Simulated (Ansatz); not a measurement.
# PtSe2 (Sudovikovite): the cost of one run

Computed with Ansatz 0.2.0, driven from Python. Level of theory: DFT PBE, plane waves, PAW.

The COD entry's cell or inner coordinates are ideal or old and differ from later refinements, so a difference from it is no clean test against experiment.

### 1 The system

The structure is trigonal, space group P-3m1 (No. 164). The conventional cell has a = 3.724 Å, b = 3.724 Å, c = 5.062 Å, α = 90.00°, β = 90.00°, γ = 120.00°. Around Pt (site symmetry -3m) lie 6 Se at 2.49 Å. Se (site symmetry 3m) has 3 Pt at 2.49 Å as nearest neighbours.

The script holds or builds the structure itself.

### 2 The script

The input, ptse2.py:

```python
# -*- coding: utf-8 -*-
"""How the energy of PtSe2 depends on the smearing."""

from dataclasses import dataclass
import warnings

import ansatz
from tabulate import tabulate


@dataclass
class RunConfig:
    functional: str = "PBE"
    kmesh: tuple[int, ...] = (9, 9, 6)


opts = RunConfig()


def main():
    warnings.simplefilter("ignore", ansatz.DeckWarning)

    crystal = (
        ansatz.Lattice.from_parameters(3.724, 3.724, 5.062, alpha=90, beta=90, gamma=120)
        .space_group(164)
        .atom("Pt", [0.0, 0.0, 0.0])
        .atom("Se", [1 / 3, 2 / 3, 0.25])
    )

    job = crystal.calculation().functional(opts.functional).kpoints(*opts.kmesh).pseudopotentials("paw")

    rows = []
    for value in [0.25, 0.15, 0.1, 0.05, 0.025]:
        report = job.occupations("methfessel_paxton", width=value).run(threads=1).report
        rows.append((value, report["free_energy_ev"] / len(report["lattice"]["sites"]), report["n_iterations"], report["n_kpoints"]))

    print(tabulate(rows, headers=["width (eV)", "F/atom (eV)", "iterations", "k-points"], floatfmt=".4f", tablefmt="plain"))

    # differences from the last row
    for row in rows[:-1]:
        shift = 1000 * (row[1] - rows[-1][1])
        print(f"{row[0]}: {shift:+.2f} meV/atom" + ("  (within 2 meV)" if abs(shift) < 2 else ""))


if __name__ == "__main__":
    main()
```

### 3 The calls as engine input

The package turns the script's settings into the engine's input (first run):

```yaml
crystal:
  lattice:
    a: 3.724
    b: 3.724
    c: 5.062
    alpha: 90.0
    beta: 90.0
    gamma: 120.0
  space_group: 164
  atoms:
    - { symbol: Pt, position: [0.0, 0.0, 0.0] }
    - { symbol: Se, position: [0.3333333333333333, 0.6666666666666666, 0.25] }
kpoints:
  mp_grid:
    grid: [9, 9, 6]
hamiltonian:
  xc: pbe
  pseudopotentials:
    kind: paw
scf:
  occupations:
    method: methfessel_paxton
    width: 0.25
```

### 4 Running it

Command:

```
> python ptse2.py
```

**Question.** How long does this script take on 1 thread of Arm Neoverse V1, shared host, and how much memory does it need?

About 20 s, with a peak of 0.43 GiB.
